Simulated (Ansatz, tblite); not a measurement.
# SnH(OtBu)3 (C12H28O3Sn): spin-state energies by level

Aim: set other spin states of SnH(OtBu)3 (C12H28O3Sn) against its singlet, on many levels of theory.

Computed with Ansatz 0.2.0, Gaussian basis. Level: as each input shows.

Plan: triplet, at the geometry of the singlet (GFN1-xTB, GFN2-xTB, PBE0-D4/def2-TZVP, PBE-D4/def2-TZVP, r2SCAN-D4/def2-TZVP); the singlet's energies come from earlier runs.

## (1) The relaxed structure

The singlet was relaxed beforehand with PBE-D4/def2-SVP.

44 atoms, charge 0, spin multiplicity 1.

Bond lengths: Sn1–H2 1.731 Å, Sn1–O3 2.018 Å, Sn1–O17 2.017 Å, Sn1–O31 2.017 Å, O3–C4 1.444 Å, C4–C5 1.537 Å, C4–C6 1.534 Å, C4–C7 1.537 Å, C5–H8 1.109 Å, C5–H9 1.112 Å, C5–H10 1.109 Å, C6–H11 1.108 Å, C6–H12 1.109 Å, C6–H13 1.108 Å, C7–H14 1.109 Å, C7–H15 1.108 Å, C7–H16 1.109 Å, O17–C18 1.444 Å and more. Angles: H2–Sn1–O3 110.6°, H2–Sn1–O17 110.1°, H2–Sn1–O31 110.6°, O3–Sn1–O17 108.6°, O3–Sn1–O31 108.2°, O17–Sn1–O31 108.7°, Sn1–O3–C4 122.9°, O3–C4–C5 110.4°, O3–C4–C6 104.6°, O3–C4–C7 109.6°, C5–C4–C6 110.7°, C5–C4–C7 110.4°, C6–C4–C7 111.0°, C4–C5–H8 111.4°, C4–C5–H9 110.5°, C4–C5–H10 110.5°, H8–C5–H9 107.1°, H8–C5–H10 108.0° and more.

Sn takes a core potential in the def2 sets. No spin-orbit coupling is included.

## (2) Triplet at the fixed geometry, GFN1-xTB

Tight binding, by tblite at 300 K electronic temperature and without a spin-polarisation term:

```python
tblite.interface.Calculator('GFN1-xTB', numbers, positions, charge=0, uhf=2).singlepoint()
```

Energy -1550.9219 eV; 0.093 s.

## (3) Triplet at the fixed geometry, GFN2-xTB

Tight binding, by tblite at 300 K electronic temperature and without a spin-polarisation term:

```python
tblite.interface.Calculator('GFN2-xTB', numbers, positions, charge=0, uhf=2).singlepoint()
```

Energy -1474.0573 eV; 0.061 s.

## (4) Triplet at the fixed geometry, PBE0-D4/def2-TZVP

in.yaml reads:

```yaml
crystal:
  periodic: [false, false, false]
  atoms:
    - {symbol: Sn, position_ang: [-0.052830, -0.030940, 1.264335]}
    - {symbol: H, position_ang: [-0.102329, -0.067899, 2.994221]}
    - {symbol: O, position_ang: [1.848919, -0.179477, 0.606508]}
    - {symbol: C, position_ang: [2.620867, 0.962511, 0.176004]}
    - {symbol: C, position_ang: [2.512993, 2.100252, 1.203758]}
    - {symbol: C, position_ang: [4.063018, 0.445558, 0.089106]}
    - {symbol: C, position_ang: [2.122150, 1.434332, -1.198835]}
    - {symbol: H, position_ang: [3.160924, 2.957469, 0.928603]}
    - {symbol: H, position_ang: [1.470126, 2.482304, 1.253281]}
    - {symbol: H, position_ang: [2.821554, 1.746036, 2.208537]}
    - {symbol: H, position_ang: [4.401436, 0.084355, 1.080458]}
    - {symbol: H, position_ang: [4.752071, 1.244233, -0.252314]}
    - {symbol: H, position_ang: [4.122205, -0.399686, -0.624674]}
    - {symbol: H, position_ang: [1.071549, 1.779521, -1.120078]}
    - {symbol: H, position_ang: [2.170645, 0.604186, -1.931809]}
    - {symbol: H, position_ang: [2.735929, 2.274509, -1.583777]}
    - {symbol: O, position_ang: [-0.834509, 1.699740, 0.585319]}
    - {symbol: C, position_ang: [-2.141496, 1.791801, -0.022031]}
    - {symbol: C, position_ang: [-3.192773, 1.112251, 0.869705]}
    - {symbol: C, position_ang: [-2.412485, 3.298444, -0.128650]}
    - {symbol: C, position_ang: [-2.116038, 1.139029, -1.412888]}
    - {symbol: H, position_ang: [-4.215299, 1.239187, 0.458910]}
    - {symbol: H, position_ang: [-2.998592, 0.019820, 0.935403]}
    - {symbol: H, position_ang: [-3.175660, 1.548676, 1.889149]}
    - {symbol: H, position_ang: [-2.399005, 3.762377, 0.877449]}
    - {symbol: H, position_ang: [-3.398693, 3.492839, -0.596403]}
    - {symbol: H, position_ang: [-1.629111, 3.784314, -0.743253]}
    - {symbol: H, position_ang: [-1.894695, 0.056819, -1.317472]}
    - {symbol: H, position_ang: [-1.336332, 1.608246, -2.045854]}
    - {symbol: H, position_ang: [-3.092992, 1.248436, -1.926967]}
    - {symbol: O, position_ang: [-1.109041, -1.564873, 0.490643]}
    - {symbol: C, position_ang: [-0.489961, -2.758685, -0.036807]}
    - {symbol: C, position_ang: [0.541980, -3.310417, 0.959543]}
    - {symbol: C, position_ang: [-1.649501, -3.746946, -0.219511]}
    - {symbol: C, position_ang: [0.180540, -2.443236, -1.383002]}
    - {symbol: H, position_ang: [0.972032, -4.270220, 0.607186]}
    - {symbol: H, position_ang: [1.386750, -2.597794, 1.079054]}
    - {symbol: H, position_ang: [0.070190, -3.488186, 1.947453]}
    - {symbol: H, position_ang: [-2.141467, -3.944995, 0.753333]}
    - {symbol: H, position_ang: [-1.290117, -4.708543, -0.638281]}
    - {symbol: H, position_ang: [-2.406157, -3.323242, -0.908971]}
    - {symbol: H, position_ang: [0.995295, -1.705941, -1.234792]}
    - {symbol: H, position_ang: [-0.558732, -2.020469, -2.092593]}
    - {symbol: H, position_ang: [0.616642, -3.355719, -1.838986]}
basis:
  gaussian: {orbitals: def2-TZVP, fitting: {mean_field: def2-universal-jkfit}}
magnetization: {spin_polarized: true, initial_magnetization: 2}
hamiltonian: {xc: pbe0, dispersion: d4}
scf: {omitted_lower_state_checks: [starts]}
output: {orbitals: {seedname: orbitals}}
```

Launch:

```console
> ansatz run in.yaml --threads 2 --pin off --events-out ev --progress --plain --max-ram 22528MiB --backend cuda --devices 0, --max-vram 18GiB
```

The log of the run:

```text
Functional definition: PBE0
  name "PBE0"
  cite "Adamo & Barone, J. Chem. Phys. 110, 6158 (1999) doi:10.1063/1.478522"
  cite "Perdew, Burke & Ernzerhof, Phys. Rev. Lett. 77, 3865 (1996) doi:10.1103/PhysRevLett.77.3865"
  parent pbe
  parameter a = 0.25
  parameter kappa = 0.804
  parameter beta = 0.06672455060314922
  exchange = (1 - a)*pbe_x(kappa = kappa, mu = beta*pi^2/3) + a*exact_x
  correlation = pbe_c(beta = beta)
these checks for a lower state are left out or cut short: starts
1853 factors; integrals over basis functions are off by at most 8.7e-1 eV
mean field evaluation 1: about -24817.4327 eV, gradient 9.2e1 eV
mean field evaluation 2: about -24745.9381 eV, gradient 1.5e2 eV
mean field evaluation 4: about -24854.5337 eV, gradient 1.6e1 eV
mean field evaluation 8: about -24855.4786 eV, gradient 2.0e0 eV
mean field evaluation 16: about -24855.5074 eV, gradient 1.8e-2 eV
mean field evaluation 32: about -24855.5074 eV, gradient 1.0e-4 eV
mean field -24855.50739720 eV, -913.4230491791 hartree, gradient 7.8e-6 eV, S^2 2.016403; 0 other end points of the search recorded, 0 dependent functions left out
reference -24855.50746163 eV, -913.4230515467 hartree; 74, 72 occupied and 609, 611 virtual orbitals, 1853 factors
Total energy: -24856.69260142 eV, -913.4666046307 hartree
Checks for a lower state left out: starts
```

Run time: 8 s. Hardware: 1 × H100 (card shared with other runs) with 2 threads of AMD EPYC 7R13, shared host; peak host memory 1.3 GiB.

Report: HOMO -2.77 eV, LUMO -5.60 eV (over both spins; with the spin held, an empty level of the minority spin lies below the top filled one); ⟨S²⟩ 2.016 (pure: 2.00).

## (5) Triplet at the fixed geometry, PBE-D4/def2-TZVP

start.molden holds the orbitals of an earlier run on this state, given as this run's starting guess.

in.yaml: that of step 4 with these lines changed.

```diff
@@ -48,5 +48,5 @@
 basis:
-  gaussian: {orbitals: def2-TZVP, fitting: {mean_field: def2-universal-jkfit}}
+  gaussian: {orbitals: def2-TZVP, fitting: {mean_field: def2-universal-jkfit}, initial_orbitals: start.molden}
 magnetization: {spin_polarized: true, initial_magnetization: 2}
-hamiltonian: {xc: pbe0, dispersion: d4}
+hamiltonian: {xc: pbe, dispersion: d4}
 scf: {omitted_lower_state_checks: [starts]}
```

Launched as before.

The log of the run:

```text
Functional definition: PBE
  name "PBE"
  cite "Perdew, Burke & Ernzerhof, Phys. Rev. Lett. 77, 3865 (1996) doi:10.1103/PhysRevLett.77.3865"
  parent pbe
  parameter kappa = 0.804
  parameter beta = 0.06672455060314922
  exchange = pbe_x(kappa = kappa, mu = beta*pi^2/3)
  correlation = pbe_c(beta = beta)
these checks for a lower state are left out or cut short: starts
1853 factors; integrals over basis functions are off by at most 8.7e-1 eV
mean field evaluation 1: about -24853.4258 eV, gradient 1.2e1 eV
mean field evaluation 2: about -24853.8073 eV, gradient 4.4e-1 eV
mean field evaluation 4: about -24853.8259 eV, gradient 1.6e-2 eV
mean field evaluation 8: about -24853.8259 eV, gradient 2.4e-5 eV
mean field -24853.82594627 eV, -913.3612569970 hartree, gradient 2.4e-5 eV, S^2 2.004777; 0 other end points of the search recorded, 0 dependent functions left out
reference -24853.82603476 eV, -913.3612602490 hartree; 74, 72 occupied and 609, 611 virtual orbitals, 1853 factors
Total energy: -24855.18713012 eV, -913.4112795811 hartree
Checks for a lower state left out: starts
```

Run time: 4.8 s. Hardware: 1 × H100 (card shared with other runs) with 2 threads of AMD EPYC 7R13, shared host.

Report: HOMO -1.97 eV, LUMO -5.83 eV (over both spins; with the spin held, an empty level of the minority spin lies below the top filled one); ⟨S²⟩ 2.005 (pure: 2.00).

## (6) Triplet at the fixed geometry, r2SCAN-D4/def2-TZVP

in.yaml: that of step 5 with these lines changed.

```diff
@@ -50,3 +50,3 @@
 magnetization: {spin_polarized: true, initial_magnetization: 2}
-hamiltonian: {xc: pbe, dispersion: d4}
+hamiltonian: {xc: r2scan, dispersion: d4}
 scf: {omitted_lower_state_checks: [starts]}
```

Launched as before.

The log of the run, shortened:

```text
Functional definition: r2SCAN
  name "r2SCAN"
  cite "Furness, Kaplan, Ning, Perdew & Sun, J. Phys. Chem. Lett. 11, 8208 (2020) doi:10.1021/acs.jpclett.0c02405"
  cite "Furness, Kaplan, Ning, Perdew & Sun, J. Phys. Chem. Lett. 11, 9248 (2020) doi:10.1021/acs.jpclett.0c03077"
  parent r2scan
[...]
1853 factors; integrals over basis functions are off by at most 8.7e-1 eV
[...]
mean field -24869.87461815 eV, -913.9510348104 hartree, gradient 2.0e-5 eV, S^2 2.011666; 0 other end points of the search recorded, 0 dependent functions left out
reference -24869.87464738 eV, -913.9510358846 hartree; 74, 72 occupied and 609, 611 virtual orbitals, 1853 factors
Total energy: -24870.28770976 eV, -913.9662156474 hartree
Checks for a lower state left out: starts
```

Run time: 7 s. Hardware: 1 × H100 (card shared with other runs) with 2 threads of AMD EPYC 7R13, shared host; peak host memory 1.3 GiB.

From the report: HOMO -2.05 eV, LUMO -5.90 eV (over both spins; with the spin held, an empty level of the minority spin lies below the top filled one); ⟨S²⟩ 2.012 (pure: 2.00).

## (7) Triplet less singlet, vertical

The singlet's energies are those of its earlier runs, whose logs aren't repeated here.

```tsv
level	triplet less singlet, vertical (eV)	time
GFN1-xTB	+3.898	0.15 s
GFN2-xTB	+3.441	0.11 s
PBE-D4/def2-TZVP	+3.977	7.9 s
r2SCAN-D4/def2-TZVP	+4.247	11 s
PBE0-D4/def2-TZVP	+4.725	13 s
```

Times add the two runs; a level without a time comes out of a correlated run. Tight binding without a spin term can't rank spin states.

## (8) Summary of results

| quantity | value |
| --- | --- |
| triplet less singlet, vertical, functionals in def2-TZVP | +3.977 (PBE-D4) to +4.725 eV (PBE0-D4) |

In words: All functionals put the triplet above the singlet, over a spread of 0.749 eV. The checks for a lower triplet were left out, so another state of that spin may lie lower. These are electronic energies, without zero-point motion, entropy or surroundings.
